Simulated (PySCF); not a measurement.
**CH₈OSSi₂: electronic excitations and core binding energies**

What electronic excitations and core binding energies should CH₈OSSi₂ (`C[Si@H](O)[SiH2]S`) show?

The runs use PySCF 2.14.0, with density-fitted response routines of our own; the level of theory stands in each step. All values are computed, except where a source is named. Atoms count from 0, in the outputs and in this text.

### Step 1. The starting structure

13 atoms, charge 0, multiplicity 1; geometry from: GFN2-xTB.

Bonds of the start (Å): C0–Si1 1.91, Si1–O2 1.63, Si1–Si3 2.30, Si3–S4 2.17, C0–H5 1.09, C0–H6 1.09, C0–H7 1.09, Si1–H8 1.47, O2–H9 0.95, Si3–H10 1.46, Si3–H11 1.47, S4–H12 1.32.

### Step 2. Ultraviolet spectrum: B3LYP/def2-SVPD

What the job is given:

```
{"job": {"kind": "uv", "xc": "B3LYP", "basis": "def2-SVPD", "nstates": 8, "ntriplets": 3}, "charge": 0, "multiplicity": 1}
C     -1.478431    -0.203256     0.987273
Si    -0.453732     0.662521    -0.368735
O     -1.088941     0.394762    -1.847523
Si     1.625522    -0.265607    -0.715662
S      2.837299    -0.141731     1.075343
H     -2.487712     0.198054     1.042649
H     -1.564429    -1.271558     0.801486
H     -1.029713    -0.077761     1.968055
H     -0.498169     2.104233    -0.070671
H     -2.000917     0.581402    -2.055172
H      2.497425     0.430942    -1.657480
H      1.659229    -1.688809    -1.076722
H      1.978179    -0.722707     1.899430
```

Method: TDDFT B3LYP/def2-SVPD, vertical, gas phase, core orbitals frozen in the response.

On the command line:

```
$ OMP_NUM_THREADS=1 python probes_run.py task.json out
```

This one command runs all jobs of the session in turn.

The log of the run:

```text
coarse grid: 12008 points
cycle   1  E = -1094.8081688212  dE =  2.663e-01  |g| = 7.964e-01  |ddm| = 4.389e+00
cycle   2  E = -1094.5774236667  dE =  2.307e-01  |g| = 1.335e+00  |ddm| = 2.020e+00
cycle   3  E = -1094.9356042466  dE = -3.582e-01  |g| = 1.391e-01  |ddm| = 1.221e+00
cycle   4  E = -1094.9397557078  dE = -4.151e-03  |g| = 5.036e-02  |ddm| = 2.186e-01
cycle   5  E = -1094.9404386730  dE = -6.830e-04  |g| = 7.075e-03  |ddm| = 6.750e-02
cycle   6  E = -1094.9404530494  dE = -1.438e-05  |g| = 1.937e-03  |ddm| = 1.402e-02
cycle   7  E = -1094.9404542513  dE = -1.202e-06  |g| = 4.652e-04  |ddm| = 4.048e-03
final grid: 100992 points
cycle   8  E = -1095.0727765150  dE = -1.899e-05  |g| = 3.384e-03  |ddm| = 5.001e-02
cycle   9  E = -1095.0727745240  dE =  1.991e-06  |g| = 4.448e-03  |ddm| = 8.889e-03
cycle  10  E = -1095.0727796124  dE = -5.088e-06  |g| = 4.792e-04  |ddm| = 4.734e-03
cycle  11  E = -1095.0727796594  dE = -4.702e-08  |g| = 1.458e-04  |ddm| = 6.587e-04
cycle  12  E = -1095.0727796632  dE = -3.841e-09  |g| = 4.182e-05  |ddm| = 1.832e-04
cycle  13  E = -1095.0727796637  dE = -5.205e-10  |g| = 7.486e-06  |ddm| = 7.685e-05
converged SCF energy = -1095.0727796637

Static polarisability (au): isotropic 93.960, principal 80.988 92.682 108.210

Singlet excitations
state   eV       nm        f      main configurations
  1   5.0535    245.3   0.01217   H->L 0.96
  2   5.6148    220.8   0.00742   H->L+1 0.92
  3   5.9382    208.8   0.00487   H->L+2 0.87
  4   6.3936    193.9   0.03397   H->L+3 0.49, H-1->L 0.45
  5   6.4745    191.5   0.01908   H-1->L 0.50, H->L+3 0.44
  6   6.5500    189.3   0.00042   H-2->L 0.97
  7   6.7181    184.6   0.00832   H->L+4 0.62, H->L+5 0.18, H->L+2 0.08
  8   6.8235    181.7   0.00976   H->L+5 0.69, H->L+4 0.22

Triplet excitations (Tamm-Dancoff, eV): 4.7714 5.3252 5.5805
```

It took 38 s on 1 thread of Arm Neoverse V1, shared host; peak memory 0.65 GiB.

The orbitals next to the gap, with their largest atomic shares:

```
orbital     eV                        atoms
 HOMO−3  -9.08   S4 42 %, Si3 23 %, H11 8 %
 HOMO−2  -8.43   O2 32 %, C0 22 %, Si1 20 %
 HOMO−1  -8.14  S4 34 %, Si3 22 %, Si1 15 %
   HOMO  -6.81   S4 69 %, Si3 12 %, H12 6 %
   LUMO  -0.83  Si3 22 %, Si1 20 %, S4 14 %
 LUMO+1  -0.33  Si3 18 %, Si1 18 %, S4 14 %
 LUMO+2   0.12  Si3 24 %, S4 17 %, Si1 16 %
```

With each of the 8 states as a Gaussian band of 0.4 eV half-width at 1/e, the curve within the window shown has maxima at 242 nm (ε 550), 192 nm (ε 2,600) L/(mol cm). Beyond the last state computed it falls off for lack of states. The curve at chosen wavelengths:

```
 nm  ε (L/mol/cm)
174           453
178           941
182          1573
186          2179
191          2558
195          2411
199          1963
203          1437
207          1010
211           740
216           575
220           517
224           493
228           490
232           504
236           528
241           547
245           538
249           500
253           437
257           360
261           279
266           188
270           130
274            86
278            54
```

Further results of this job:

```
           property  computed
  dipole moment (D)      3.14
polarisability (Å³)     13.92
 HOMO–LUMO gap (eV)      5.98
      −ε(HOMO) (eV)      6.81
```

### Step 3. Core-electron binding energies: SCAN, X2C

The job, as its differences from that of step 2:

```diff
@@ -1,2 +1,2 @@
-{"job": {"kind": "uv", "xc": "B3LYP", "basis": "def2-SVPD", "nstates": 8, "ntriplets": 3}, "charge": 0, "multiplicity": 1}
+{"job": {"kind": "xps"}, "charge": 0, "multiplicity": 1}
 C     -1.478431    -0.203256     0.987273
```

Method: delta-SCF UKS SCAN, pcX-2 on the ionised atom, pcseg-1 elsewhere, spin-free X2C.

The log of the run:

```text
ground state, core basis on atom 0 (C), 153 functions
  cycle   1  E = -1097.31051159  |g| = 7.92e-01
  cycle   2  E = -1097.06218352  |g| = 1.35e+00
  cycle   3  E = -1097.43889863  |g| = 1.64e-01
  cycle   4  E = -1097.44451847  |g| = 5.65e-02
  cycle   5  E = -1097.44533342  |g| = 1.08e-02
  cycle   6  E = -1097.44536959  |g| = 3.59e-03
  cycle   7  E = -1097.44537397  |g| = 1.08e-03
  cycle   8  E = -1097.44537267  |g| = 2.31e-04
  E(ground) = -1097.52864237 Eh
hole in C 1s of atom 0
  cycle   1  E = -1086.20767243  |g| = 1.50e+00
  cycle   2  E = -1084.68907536  |g| = 2.06e+00
  cycle   3  E = -1086.64143867  |g| = 4.68e-01
  cycle   4  E = -1086.73453336  |g| = 2.78e-01
  cycle   5  E = -1086.77380804  |g| = 9.50e-02
  cycle   6  E = -1086.77732619  |g| = 3.37e-02
  cycle   7  E = -1086.77776949  |g| = 1.28e-02
  cycle   8  E = -1086.77785833  |g| = 4.71e-03
  cycle   9  E = -1086.77787358  |g| = 1.49e-03
  cycle  10  E = -1086.77787413  |g| = 6.81e-04
  cycle  11  E = -1086.77787535  |g| = 2.24e-04
  E(ion) = -1086.86010799 Eh   <S^2> = 0.7668   hole on atom = 1.000   binding energy = 290.306 eV
ground state, core basis on atom 1 (Si), 164 functions
  cycle   1  E = -1097.54737023  |g| = 2.88e-01
  cycle   2  E = -1097.54740645  |g| = 4.65e-02
  cycle   3  E = -1097.54735533  |g| = 3.97e-02
  cycle   4  E = -1097.54768347  |g| = 7.79e-03
  cycle   5  E = -1097.54770322  |g| = 9.94e-04
  cycle   6  E = -1097.54770299  |g| = 1.25e-04
  E(ground) = -1097.58932882 Eh
hole in Si 1s of atom 1
  cycle   1  E = -1028.60475532  |g| = 4.35e+00
  cycle   2  E = -1026.85414362  |g| = 2.58e+00
  cycle   3  E = -1021.59911700  |g| = 2.80e+00
  cycle   4  E = -1029.27034278  |g| = 9.12e-01
  cycle   5  E = -1029.54618758  |g| = 5.64e-01
  cycle   6  E = -1029.66570219  |g| = 9.25e-02
  cycle   7  E = -1029.66945057  |g| = 5.08e-02
  cycle   8  E = -1029.67074401  |g| = 1.35e-02
  cycle   9  E = -1029.67085803  |g| = 3.92e-03
  cycle  10  E = -1029.67086812  |g| = 9.38e-04
  cycle  11  E = -1029.67086908  |g| = 3.73e-04
  E(ion) = -1029.72039463 Eh   <S^2> = 0.7522   hole on atom = 1.000   binding energy = 1846.808 eV
hole in Si 2p of atom 1
  cycle   1  E = -1093.26459641  |g| = 1.24e+00
  cycle   2  E = -1091.48098089  |g| = 1.70e+00
  cycle   3  E = -1093.25494468  |g| = 6.57e-01
  cycle   4  E = -1093.58569388  |g| = 1.15e-01
  cycle   5  E = -1093.58919596  |g| = 1.16e-01
  cycle   6  E = -1093.59519710  |g| = 3.80e-02
  cycle   7  E = -1093.59571661  |g| = 1.15e-02
  cycle   8  E = -1093.59580066  |g| = 2.19e-03
  cycle   9  E = -1093.59580502  |g| = 9.09e-04
  cycle  10  E = -1093.59580620  |g| = 2.21e-04
  E(ion) = -1093.64874035 Eh   <S^2> = 0.7514   hole on atom = 1.002   binding energy = 107.229 eV
  2p3/2 = 106.972 eV   2p1/2 = 107.598 eV
ground state, core basis on atom 2 (O), 153 functions
  cycle   1  E = -1097.47721001  |g| = 9.98e-02
  cycle   2  E = -1097.47662654  |g| = 7.08e-02
  cycle   3  E = -1097.47699647  |g| = 5.71e-02
  cycle   4  E = -1097.47755859  |g| = 5.27e-03
  cycle   5  E = -1097.47756620  |g| = 6.00e-04
  cycle   6  E = -1097.47756737  |g| = 1.52e-04
  E(ground) = -1097.55843813 Eh
hole in O 1s of atom 2
  cycle   1  E = -1076.86965277  |g| = 2.22e+00
  cycle   2  E = -1074.41358061  |g| = 2.59e+00
  cycle   3  E = -1077.23455279  |g| = 8.05e-01
  cycle   4  E = -1077.61720440  |g| = 3.22e-01
  cycle   5  E = -1077.67170879  |g| = 1.38e-01
  cycle   6  E = -1077.68424573  |g| = 3.73e-02
  cycle   7  E = -1077.68523061  |g| = 8.11e-03
  cycle   8  E = -1077.68527271  |g| = 2.34e-03
  cycle   9  E = -1077.68527584  |g| = 9.77e-04
  cycle  10  E = -1077.68527629  |g| = 3.06e-04
  E(ion) = -1077.76720210 Eh   <S^2> = 0.7615   hole on atom = 1.000   binding energy = 538.547 eV
ground state, core basis on atom 3 (Si), 164 functions
  cycle   1  E = -1097.53730571  |g| = 2.94e-01
  cycle   2  E = -1097.53543910  |g| = 1.26e-01
  cycle   3  E = -1097.53372725  |g| = 1.55e-01
  cycle   4  E = -1097.53827816  |g| = 9.22e-03
  cycle   5  E = -1097.53828761  |g| = 2.68e-03
  cycle   6  E = -1097.53829395  |g| = 2.88e-04
  E(ground) = -1097.58036192 Eh
hole in Si 1s of atom 3
  cycle   1  E = -1028.60279244  |g| = 4.35e+00
  cycle   2  E = -1028.37501866  |g| = 2.27e+00
  cycle   3  E = -1028.96893491  |g| = 9.74e-01
  cycle   4  E = -1029.57141232  |g| = 3.83e-01
  cycle   5  E = -1029.66730193  |g| = 1.15e-01
  cycle   6  E = -1029.67349504  |g| = 6.30e-02
  cycle   7  E = -1029.67509297  |g| = 2.10e-02
  cycle   8  E = -1029.67528232  |g| = 5.33e-03
  cycle   9  E = -1029.67529638  |g| = 1.54e-03
  cycle  10  E = -1029.67529755  |g| = 3.78e-04
  E(ion) = -1029.72581380 Eh   <S^2> = 0.7525   hole on atom = 1.000   binding energy = 1846.416 eV
hole in Si 2p of atom 3
  cycle   1  E = -1093.25939432  |g| = 1.24e+00
  cycle   2  E = -1092.87383913  |g| = 1.28e+00
  cycle   3  E = -1093.48007890  |g| = 3.91e-01
  cycle   4  E = -1093.58504755  |g| = 1.23e-01
  cycle   5  E = -1093.59390936  |g| = 5.02e-02
  cycle   6  E = -1093.59516158  |g| = 1.77e-02
  cycle   7  E = -1093.59527216  |g| = 5.43e-03
  cycle   8  E = -1093.59528655  |g| = 1.55e-03
  cycle   9  E = -1093.59528906  |g| = 4.45e-04
  E(ion) = -1093.64961049 Eh   <S^2> = 0.7529   hole on atom = 1.002   binding energy = 106.961 eV
  2p3/2 = 106.711 eV   2p1/2 = 107.335 eV
ground state, core basis on atom 4 (S), 164 functions
  cycle   1  E = -1097.59088094  |g| = 4.05e-01
  cycle   2  E = -1097.59080525  |g| = 4.11e-02
  cycle   3  E = -1097.59039010  |g| = 5.34e-02
  cycle   4  E = -1097.59131650  |g| = 5.92e-03
  cycle   5  E = -1097.59132490  |g| = 2.29e-03
  cycle   6  E = -1097.59132146  |g| = 5.03e-04
  cycle   7  E = -1097.59132371  |g| = 8.65e-05
  E(ground) = -1097.66075167 Eh
hole in S 1s of atom 4
  cycle   1  E = -1005.36633436  |g| = 5.08e+00
  cycle   2  E = -1003.75393965  |g| = 2.57e+00
  cycle   3  E = -992.05721246  |g| = 3.20e+00
  cycle   4  E = -1006.52612670  |g| = 3.65e-01
  cycle   5  E = -1006.52257352  |g| = 3.55e-01
  cycle   6  E = -1006.58012978  |g| = 7.54e-02
  cycle   7  E = -1006.58216510  |g| = 2.29e-02
  cycle   8  E = -1006.58241805  |g| = 9.14e-03
  cycle   9  E = -1006.58246254  |g| = 2.18e-03
  cycle  10  E = -1006.58246550  |g| = 7.77e-04
  cycle  11  E = -1006.58246698  |g| = 1.82e-04
  E(ion) = -1006.64298122 Eh   <S^2> = 0.7513   hole on atom = 1.000   binding energy = 2476.720 eV
hole in S 2p of atom 4
  cycle   1  E = -1090.92535052  |g| = 1.52e+00
  cycle   2  E = -1089.00554620  |g| = 1.80e+00
  cycle   3  E = -1090.83376305  |g| = 9.79e-01
  cycle   4  E = -1091.33227538  |g| = 1.98e-01
  cycle   5  E = -1091.35975825  |g| = 1.30e-01
  cycle   6  E = -1091.36632843  |g| = 3.62e-02
  cycle   7  E = -1091.36692800  |g| = 1.18e-02
  cycle   8  E = -1091.36700815  |g| = 2.81e-03
  cycle   9  E = -1091.36701018  |g| = 8.37e-04
  cycle  10  E = -1091.36701298  |g| = 2.98e-04
  E(ion) = -1091.44302661 Eh   <S^2> = 0.7529   hole on atom = 1.001   binding energy = 169.193 eV
  2p3/2 = 168.938 eV   2p1/2 = 170.183 eV
```

Run time: 67 s. Hardware: 1 thread of Arm Neoverse V1, shared host; peak memory 0.49 GiB.

The holes in one table. −ε is the ground-state orbital energy:

```csv
hole,stands for,environment,ΔSCF (eV; 2p as the shell's mean),−ε (eV),⟨S²⟩
C1s on C0,C0,methyl carbon bonded to Si,290.31,273.4,0.767
Si1s on Si1,Si1,"silicon bonded to C, O, Si, H",1846.81,1793.8,0.752
Si2p on Si1,Si1,"silicon bonded to C, O, Si, H",107.18,96.6,0.751
O1s on O2,O2,"oxygen bonded to Si, H",538.55,516.8,0.761
Si1s on Si3,Si3,"silicon bonded to S, Si, 2 H",1846.42,1793.6,0.753
Si2p on Si3,Si3,"silicon bonded to S, Si, 2 H",106.92,96.5,0.753
S1s on S4,S4,"sulfur bonded to Si, H",2476.72,2414.6,0.751
S2p on S4,S4,"sulfur bonded to Si, H",169.35,157.7,0.753
```

With the spin-orbit splitting: Si1 2p3/2 106.97, 2p1/2 107.60 eV; Si3 2p3/2 106.71, 2p1/2 107.34 eV; S4 2p3/2 168.94, 2p1/2 170.18 eV. The table gives each 2p level as the mean over the whole 2p shell (two parts 2p3/2, one part 2p1/2), which differs a little from the single hole in the log.

### Step 4. Results

| quantity | value |
| --- | --- |
| lowest singlet (B3LYP/def2-SVPD) | 5.05 eV (245 nm), f = 0.012 |
| brightest single state of those computed | state 4, 6.39 eV, f = 0.034 |
| lowest triplet | 4.77 eV |
| Si1s binding energies, SCAN/pcX-2 | Si1 1846.81, Si3 1846.42 eV |
| Si2p binding energies, SCAN/pcX-2 | Si1 107.18, Si3 106.92 eV |
| C1s binding energies, SCAN/pcX-2 | C0 290.31 eV |
| O1s binding energies, SCAN/pcX-2 | O2 538.55 eV |
| S1s binding energies, SCAN/pcX-2 | S4 2476.72 eV |
| S2p binding energies, SCAN/pcX-2 | S4 169.35 eV |

In words: The first singlet state (HOMO→LUMO 0.96) lies at 5.05 eV and is weak; of the 8 states computed, the strongest absorption comes from state 4 at 6.39 eV. The lowest triplet lies 0.28 eV below the lowest singlet (triplets in Tamm-Dancoff, singlets in full TDDFT). The Si1s levels kept as sound span 0.39 eV, from Si3 (silicon bonded to S, Si, 2 H) up to Si1 (silicon bonded to C, O, Si, H). The Si2p levels kept as sound span 0.26 eV, from Si3 (silicon bonded to S, Si, 2 H) up to Si1 (silicon bonded to C, O, Si, H).
